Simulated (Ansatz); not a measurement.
I need harmonic frequencies at the relaxed geometry of CH3ClF2Si2, SMILES F[Si]1(F)[SiH2]C1Cl. Use Ansatz 0.2.0, Python API. Level of theory (for the species named): Hartree-Fock, 6-31G* basis, multiplicity 1.

| atom | x (Å) | y (Å) | z (Å) |
| --- | --- | --- | --- |
| F | 0.8454 | -1.5210 | 1.8253 |
| Si | 0.9607 | -0.6101 | 0.4930 |
| F | 2.3820 | -0.0109 | 0.2349 |
| Si | -0.6018 | -0.4256 | -1.0215 |
| C | -0.3323 | 0.6524 | 0.3775 |
| Cl | 0.0972 | 2.3324 | 0.0581 |
| H | -0.3422 | 0.1231 | -2.3616 |
| H | -1.8664 | -1.2462 | -0.8622 |
| H | -1.0539 | 0.6595 | 1.2394 |

Script `run_freq.py`:
```python
# -*- coding: utf-8 -*-
import itertools

import ansatz as az
from ase.data import atomic_numbers, covalent_radii
import numpy as np


def main():
    geometry_ang = [
        ("F", (0.8454, -1.521, 1.8253)),
        ("Si", (0.9607, -0.6101, 0.493)),
        ("F", (2.382, -0.0109, 0.2349)),
        ("Si", (-0.6018, -0.4256, -1.0215)),
        ("C", (-0.3323, 0.6524, 0.3775)),
        ("Cl", (0.0972, 2.3324, 0.0581)),
        ("H", (-0.3422, 0.1231, -2.3616)),
        ("H", (-1.8664, -1.2462, -0.8622)),
        ("H", (-1.0539, 0.6595, 1.2394)),
    ]
    system = az.Crystal.molecule()
    for symbol, xyz in geometry_ang:
        system = system.atom(symbol, xyz)

    base = system.calculation()
    base = base.basis(gaussian="6-31G*")
    base = base.functional("hf")
    symbols = [site.symbol for site in system.cartesian_sites]
    start = np.array([site.position_ang for site in system.cartesian_sites], dtype=float)
    def progress(event):
        if event["event"] == "relax_step":
            row = event["data"]
            print(f"step {row['step']:3d}  E = {row['lagrangian_ev']:.6f} eV  largest force component {row['allowed_force_max_ev_ang']:.4f} eV/A")


    r = base.relax(force_tolerance=0.003).session().plan().execute(on_event=progress).report
    end = np.array(r["positions_ang"])

    radius = [covalent_radii[atomic_numbers[s]] for s in symbols]
    span = lambda where, i, j: np.linalg.norm(where[i] - where[j])
    bonded = [(i, j) for i, j in itertools.combinations(range(len(symbols)), 2) if min(span(start, i, j), span(end, i, j)) < 1.2 * (radius[i] + radius[j])]
    print("pair        before    after (A)")
    for i, j in bonded:
        print(f"{symbols[i]}{i}-{symbols[j]}{j}".ljust(10), f"{span(start, i, j):8.4f} {span(end, i, j):8.4f}")

    minimum = az.Crystal.molecule()
    for symbol, place in zip(symbols, end):
        minimum = minimum.atom(symbol, place.tolist())
    vibrating = (
        minimum.calculation()
        .basis(gaussian="6-31G*")
        .functional("hf")
        .phonons(temperatures=(298.15, 498.15, 100))
    )
    vib = vibrating.run().report["vibrations"]
    sums = vib["harmonic_sums"]
    modes = [m["omega_inv_cm"] for m in sums["modes_at_gamma"] if m["rigid_motion"] == "no"]
    print("frequencies (1/cm):", " ".join(f"{w:.0f}" for w in modes))
    print("imaginary modes:", sum(w < 0 for w in modes), " zero-point energy:", round(sums["zero_point_energy_ev"], 4), "eV")
    print("T (K)   F_vib (eV)   S_vib (meV/K)   C_vib (meV/K)")
    for row in zip(sums["temperatures_k"], sums["vibrational_free_energy_ev"], vib["entropy_ev_per_k"], vib["heat_capacity_ev_per_k"]):
        print(f"{row[0]:6.1f} {row[1]:11.4f} {1000 * row[2]:13.4f} {1000 * row[3]:15.4f}")


if __name__ == "__main__":
    main()
```

Running `python run_freq.py` prints:
```text
step   1  E = -34717.747553 eV  largest force component 3.8183 eV/A
step   2  E = -34718.160727 eV  largest force component 1.6409 eV/A
step   3  E = -34718.284673 eV  largest force component 0.2965 eV/A
step   4  E = -34718.292977 eV  largest force component 0.1745 eV/A
step   5  E = -34718.295909 eV  largest force component 0.0803 eV/A
step   6  E = -34718.296577 eV  largest force component 0.0916 eV/A
step   7  E = -34718.297184 eV  largest force component 0.0238 eV/A
step   8  E = -34718.297320 eV  largest force component 0.0155 eV/A
step   9  E = -34718.297448 eV  largest force component 0.0197 eV/A
step  10  E = -34718.297499 eV  largest force component 0.0130 eV/A
step  11  E = -34718.297514 eV  largest force component 0.0042 eV/A
step  12  E = -34718.297514 eV  largest force component 0.0042 eV/A
step  13  E = -34718.297504 eV  largest force component 0.0077 eV/A
step  14  E = -34718.297516 eV  largest force component 0.0040 eV/A
step  15  E = -34718.297517 eV  largest force component 0.0009 eV/A
pair        before    after (A)
F0-Si1       1.6180   1.5802
Si1-F2       1.5639   1.5772
Si1-Si3      2.1838   2.2357
Si1-C4       1.8108   1.8674
Si3-C4       1.7866   1.9592
Si3-H6       1.4712   1.4672
Si3-H7       1.5159   1.4691
C4-Cl5       1.7632   1.7784
C4-H8        1.1241   1.0829
frequencies (1/cm): 83 122 201 235 287 345 465 499 551 608 708 764 924 980 999 1039 1056 1309 2413 2435 3279
imaginary modes: 0  zero-point energy: 1.1966 eV
T (K)   F_vib (eV)   S_vib (meV/K)   C_vib (meV/K)
 298.1      1.1010        0.7357          0.8286
 398.1      1.0139        1.0036          1.0231
 498.1      0.9010        1.2490          1.1649
```

Reading the output:
- The settings weren't tested for convergence.
- The frequencies are harmonic and unscaled, in a modest basis.
- Finished in 3.6 min on 1 thread of Arm Neoverse V1 (shared host), peak memory 0.3 GiB.
